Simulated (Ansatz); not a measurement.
# BH₃NPS: a ladder of functionals and wavefunction methods

One table from this session's results is given with a row withheld; the runs are named, their logs left out.

Computed with Ansatz 0.2.0, Gaussian basis. Level: functionals in def2-TZVPP, the program's frozen cores in correlated methods.

The runs, in order: LDA (SPW92), PBE-D4, revPBE-D4, BLYP-D4, r2SCAN-D4, B97M-V, PBE0-D4, B3LYP-D4, r2SCANh-D4, r2SCAN0-D4, HSE06-D4, BHLYP-D4, CAM-B3LYP-D4, LC-ωPBE, ωB97X-V, ωB97M-V, B2PLYP, PBE-QIDH; CCSD(T)/def2-SVP; CCSD(T)/def2-TZVPP; MP2/def2-QZVPP; extrapolation to the limit; RPA on PBE.

## The geometry

An earlier PBE0-D4 in a triple-zeta def2 set relaxation fixed the geometry.

SMILES `SP1BN1`, 7 atoms, charge 0, spin multiplicity 1.

Atoms are counted from 1 here; the program's logs count them from 0.

Bond lengths: S1–P2 2.138 Å, S1–H5 1.344 Å, P2–B3 1.899 Å, P2–N4 1.761 Å, B3–N4 1.352 Å, B3–H6 1.184 Å, N4–H7 1.007 Å. Angles: P2–S1–H5 99.5°, S1–P2–B3 104.4°, S1–P2–N4 106.5°, B3–P2–N4 43.2°, P2–B3–N4 63.0°, P2–B3–H6 154.4°, N4–B3–H6 142.5°, P2–N4–B3 73.9°, P2–N4–H7 138.6°, B3–N4–H7 147.0°.

The first run:

Input file in.yaml:

```yaml
crystal:
  periodic: [false, false, false]
  atoms:
    - {symbol: S, position_ang: [-1.893538, -0.219042, -1.105436]}
    - {symbol: P, position_ang: [0.210700, 0.111885, -1.291516]}
    - {symbol: B, position_ang: [0.768174, 0.600008, 0.457367]}
    - {symbol: N, position_ang: [0.966572, -0.684979, 0.085403]}
    - {symbol: H, position_ang: [-2.112298, 0.395327, 0.070081]}
    - {symbol: H, position_ang: [0.883191, 1.341709, 1.372995]}
    - {symbol: H, position_ang: [1.238500, -1.612908, 0.365305]}
basis:
  gaussian: {orbitals: def2-TZVPP}
hamiltonian: {xc: lda}
output: {orbitals: {seedname: orbitals}}
```

Command:

```console
ansatz run in.yaml --threads 2 --pin off --events-out ev --progress --plain --max-ram 4352MiB
```

Among the steps run: LDA; PBE-D4 (GGA); revPBE-D4 (GGA); BLYP-D4 (GGA); r2SCAN-D4 (meta-GGA); B97M-V (meta-GGA); B3LYP-D4 (hybrid); r2SCANh-D4 (hybrid); r2SCAN0-D4 (hybrid); HSE06-D4 (hybrid); BHLYP-D4 (hybrid); CAM-B3LYP-D4 (range-separated); LC-ωPBE (range-separated); ωB97X-V (range-separated); ωB97M-V (range-separated); B2PLYP (double hybrid); PBE-QIDH (double hybrid).

One table of the session follows, with a row left open; its other results are not shown here.

It belongs to the step «Frontier levels by functional». 

| functional | HOMO (eV) | gap (eV) |
| --- | --- | --- |
| LDA (SPW92) | -6.13 | 4.24 |
| PBE-D4 | -6.01 | 4.38 |
| revPBE-D4 | -5.96 | 4.43 |
| BLYP-D4 | -5.83 | 4.37 |
| r2SCAN-D4 | -6.24 | 4.91 |
| B97M-V | ? | ? |
| PBE0-D4 | -7.15 | 6.48 |
| B3LYP-D4 | -6.91 | 6.04 |
| r2SCANh-D4 | -6.66 | 5.67 |
| r2SCAN0-D4 | -7.30 | 6.80 |
| HSE06-D4 | -6.75 | 5.70 |
| BHLYP-D4 | -8.15 | 8.47 |
| CAM-B3LYP-D4 | -8.43 | 8.85 |
| LC-ωPBE | -9.80 | 11.38 |
| ωB97X-V | -9.44 | 10.91 |
| ωB97M-V | -9.25 | 10.51 |

Estimate the missing values for B97M-V.

The run gave: HOMO (eV): -6.30; gap (eV): 4.98. In the column «HOMO (eV)» it lies between r2SCANh-D4 (-6.66) and r2SCAN-D4 (-6.24).
